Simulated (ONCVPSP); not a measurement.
# An ONCV potential for N, from input to tests

Task: generate the file, and judge it by its errors in other configurations, its logarithmic derivatives, its ghosts and its cutoff.

Program: ONCVPSP 4.0.1. Reference atom: PBEsol, scalar-relativistic, spherical and spin-unpolarised. All values are calculated.

## Step 1: Starting point

The settings as typed:

| Property | Result |
| --- | --- |
| element | nitrogen (N, Z = 7) |
| type | optimised norm-conserving Vanderbilt (ONCV) |
| frozen core | [He] |
| valence charge | 5 |
| reference configuration | 2s1 2p4 |
| partial waves | 2s: rc 1.00 bohr, ncon 4, nbas 7, qcut 6.7 1/bohr, 2 projectors, debl 2.3 Ha; 2p: rc 2.20 bohr, ncon 4, nbas 7, qcut 6 1/bohr, 1 projector; d scattering state at 0.03 Ha: rc 2.40 bohr, ncon 4, nbas 7, qcut 2.8 1/bohr, 3 projectors, debl 0.6 Ha |
| local potential | polynomial inside 0.95 bohr (lpopt 5, dvloc0 1 Ha) |
| core correction | Teter function, fcfact 3, rcfact 1.35 |

An earlier all-electron run gives the scale for the radii.

All-electron outer shells of the reference configuration (PBEsol, scalar-relativistic, ld1.x):

```json
{"shell": "1s", "level (eV)": "-383.89", "outermost node (bohr)": "–", "outermost maximum (bohr)": "0.15"}
{"shell": "2s", "level (eV)": "-18.91", "outermost node (bohr)": "0.32", "outermost maximum (bohr)": "1.02"}
{"shell": "2p", "level (eV)": "-7.46", "outermost node (bohr)": "–", "outermost maximum (bohr)": "0.97"}
```

## Step 2: Generating the potential

File N.dat:

```
# ATOM AND REFERENCE CONFIGURATION
# atsym  z   nc   nv     iexc    psfile
  N 7.00    1    2  -116133      upf
#
#   n    l    f
    1    0    2.00
    2    0    1.00
    2    1    4.00
#
# PSEUDOPOTENTIAL AND OPTIMIZATION
# lmax
    2
#
#   l,   rc,      ep,       ncon, nbas, qcut
    0    1.00    0.00    4    7    6.70
    1    2.20    0.00    4    7    6.00
    2    2.40    0.03    4    7    2.80
#
# LOCAL POTENTIAL
# lloc, lpopt,  rc(5),   dvloc0
    4    5    0.95    1.00
#
# VANDERBILT-KLEINMAN-BYLANDER PROJECTORs
# l, nproj, debl
    0    2    2.30
    1    1    1.60
    2    3    0.60
#
# MODEL CORE CHARGE
# icmod, fcfact, rcfact
    3    3.00    1.35
#
# LOG DERIVATIVE ANALYSIS
# epsh1, epsh2, depsh
   -2.00    5.00    0.02
#
# OUTPUT GRID
# rlmax, drl
    6.00    0.01
#
# TEST CONFIGURATIONS
# ncnf
    4
# nvcnf
#   n    l    f
    2
    2    0    2.00
    2    1    3.00
#
    2
    2    0    2.00
    2    1    2.00
#
    2
    2    0    2.00
    2    1    1.00
#
    2
    2    0    1.00
    2    1    3.00
#
```

On the command line:

```bash
$ oncvpsp.x < N.dat > N.out
```

What does the calculation give? Wanted: cutoffs for 1 and 0.1 mHa per electron, occupied waves; bound ghosts; GHOST(+) flags; largest test error; largest phase difference near zero energy, channels read; rms error of d²Exc/dn², without and with the model core.

The runs gave:

| quantity | value |
| --- | --- |
| cutoffs for 1 and 0.1 mHa per electron, occupied waves | 43 Ha and 108 Ha |
| bound ghosts | d at -589.10 eV |
| GHOST(+) flags | none at low energy |
| largest test error (AE − PS) | +1042 meV, for 2s2 2p1 |
| largest phase difference near zero energy, channels read | 0.029 rad |
| rms error of d²Exc/dn², without and with the model core | 0.94 and 1.19 mHa |

It has a bound ghost (d), a state that the atom doesn't have, and that rules the file out. The worst unpolarised test, 2s2 2p1, is off by 1042 meV on 30.8 eV; by total energies transferability rates as poor. By its cutoff, 43 Ha for the looser tolerance, it is hard. The tighter tolerance needs 108 Ha, and converged work needs a cutoff nearer that. At the looser tolerance the 2s wave is the slowest; 2p needs 13 Ha. Near zero energy the phases of the channels with partial waves agree within 0.029 rad.
